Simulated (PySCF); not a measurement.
# CsBr (SMILES [Br][Cs]): OLYP-D4/def2-TZVP (core potential, NVT Berendsen dynamics)

Wanted: molecular dynamics of CsBr. 

The calculation is run with PySCF 2.14.0.

2 further runs of the same task are left out: 1 that didn't finish, 1 set aside as unsound or not needed.

### 1 The molecule

CsBr: 2 atoms, total charge 0, spin state singlet. SMILES: `[Br][Cs]`. Geometry: the measured bond length. The run starts from this shape.

Bond lengths: Br1–Cs2 3.072 Å.

### 2 A short trajectory at OLYP-D4/def2-TZVP (core potential, NVT Berendsen dynamics)

The input, job.py:

```python
# CsBr
import numpy
from pyscf import gto, dft
from pyscf import md

mol = gto.Mole()
mol.atom = [
    ('Br', (0.000000, 0.000000, 0.000000)),
    ('Cs', (0.000000, 0.000000, 3.072251)),
]
mol.verbose = 3
mol.ecp = {'Cs': 'def2-svp'}
mol.basis = 'def2-tzvp'
mol.charge = 0
mol.max_memory = 1860
mol.build()

mf = dft.RKS(mol, xc='olyp')
mf.disp = 'd4'
veloc = md.distributions.MaxwellBoltzmannVelocity(mol, T=800, rng=numpy.random.default_rng(269))
frames = []
dyn = md.integrators.NVTBerendson(mf.nuc_grad_method().as_scanner(), dt=41.3, steps=40, veloc=veloc, T=800, taut=500, incore_anyway=True, frames=frames)
dyn.run()
print('time (au)  E_pot  E_kin  E_tot')
for f in frames:
    print('%8.1f %15.8f %12.8f %15.8f' % (f.time, f.epot, f.ekin, f.etot))
```

Started as:

```console
$ OMP_NUM_THREADS=1 python job.py
```

Standard output:

```text
BOMD Time 0.00
converged SCF energy = -2595.13521612791
--------------- RKS_Scanner gradients ---------------
         x                y                z
0 Br    -0.0000000000    -0.0000000000     0.0046076953
1 Cs     0.0000000000     0.0000000000    -0.0045550632
----------------------------------------------
----------- NVTBerendson final geometry -----------
         x                y                z
0 Br     0.0000000000     0.0000000000     0.0000000000
1 Cs     0.0000000000     0.0000000000     5.8057129759
----------------------------------------------
------------ NVTBerendson final velocity -----------
         x                y                z
0 Br     0.0001134403    -0.0000856116     0.0001878475
1 Cs    -0.0000204559     0.0002939998     0.0007157323
----------------------------------------------
Ekin =   0.0143654729315
Epot = -2595.1352161279092
Etot = -2595.1208506549779

BOMD Time 41.30

WARN: Mole.unit (angstrom) is changed to B

[... 21 lines left out ...]
converged SCF energy = -2595.13537394746
[... 62 lines left out ...]
converged SCF energy = -2595.13547572936
[... 62 lines left out ...]
converged SCF energy = -2595.13543983693
[... 62 lines left out ...]
converged SCF energy = -2595.13529720703
[... 62 lines left out ...]
converged SCF energy = -2595.13507674826
[... 62 lines left out ...]
converged SCF energy = -2595.13480253084
[... 62 lines left out ...]
converged SCF energy = -2595.13449515653
[... 62 lines left out ...]
converged SCF energy = -2595.13417275986
[... 62 lines left out ...]
converged SCF energy = -2595.13385112342
[... 62 lines left out ...]
converged SCF energy = -2595.13354383288
[... 62 lines left out ...]
converged SCF energy = -2595.13326255849
[... 62 lines left out ...]
converged SCF energy = -2595.13301729636
[... 62 lines left out ...]
converged SCF energy = -2595.13281650623
[... 5 lines left out ...]
----------- NVTBerendson final geometry -----------
         x                y                z
0 Br     0.1470025196    -0.1101138822     0.2712436746
1 Cs    -0.0245213629     0.3760058391     6.6215556945
----------------------------------------------
------------ NVTBerendson final velocity -----------
         x                y                z
0 Br     0.0000910509    -0.0000662088     0.0002139972
1 Cs    -0.0000115089     0.0002240221     0.0003247615
----------------------------------------------
Ekin =   0.0069032613690
Epot = -2595.1328165062264
Etot = -2595.1259132448572

BOMD Time 1610.70
converged SCF energy = -2595.13276070204
--------------- RKS_Scanner gradients ---------------
         x                y                z
0 Br     0.0002557530    -0.0008886886    -0.0104980958
1 Cs    -0.0002894865     0.0008213580     0.0104856955
----------------------------------------------
----------- NVTBerendson final geometry -----------
         x                y                z
0 Br     0.1507771031    -0.1128545892     0.2801803561
1 Cs    -0.0249917493     0.3852768474     6.6347678028
----------------------------------------------
------------ NVTBerendson final velocity -----------
         x                y                z
0 Br     0.0000913576    -0.0000662334     0.0002178915
1 Cs    -0.0000112169     0.0002239899     0.0003136535
----------------------------------------------
Ekin =   0.0069053351235
Epot = -2595.1327607020407
Etot = -2595.1258553669172
time (au)  E_pot  E_kin  E_tot
     0.0  -2595.13521613   0.01436547  -2595.12085065
    41.3  -2595.13530462   0.01389465  -2595.12140997
    82.6  -2595.13537395   0.01344342  -2595.12193053
[... 36 lines of this table left out ...]
  1610.7  -2595.13276070   0.00690534  -2595.12585537
```

It took 4.3 min on 1 thread of Arm Neoverse V1, shared host; peak memory 0.54 GiB.

Steps, from the record of the run:

| step | potential energy change (eV) |
| --- | --- |
| 0 | 0.0000 |
| 2 | -0.0043 |
| 4 | -0.0066 |
| 6 | -0.0071 |
| 8 | -0.0061 |
| 10 | -0.0038 |
| 12 | -0.0004 |
| 14 | 0.0038 |
| 16 | 0.0086 |
| 18 | 0.0140 |
| 20 | 0.0196 |
| 22 | 0.0254 |
| 24 | 0.0313 |
| 26 | 0.0371 |
| 28 | 0.0428 |
| 30 | 0.0481 |
| 32 | 0.0532 |
| 34 | 0.0577 |
| 36 | 0.0618 |
| 38 | 0.0653 |
| 39 | 0.0668 |
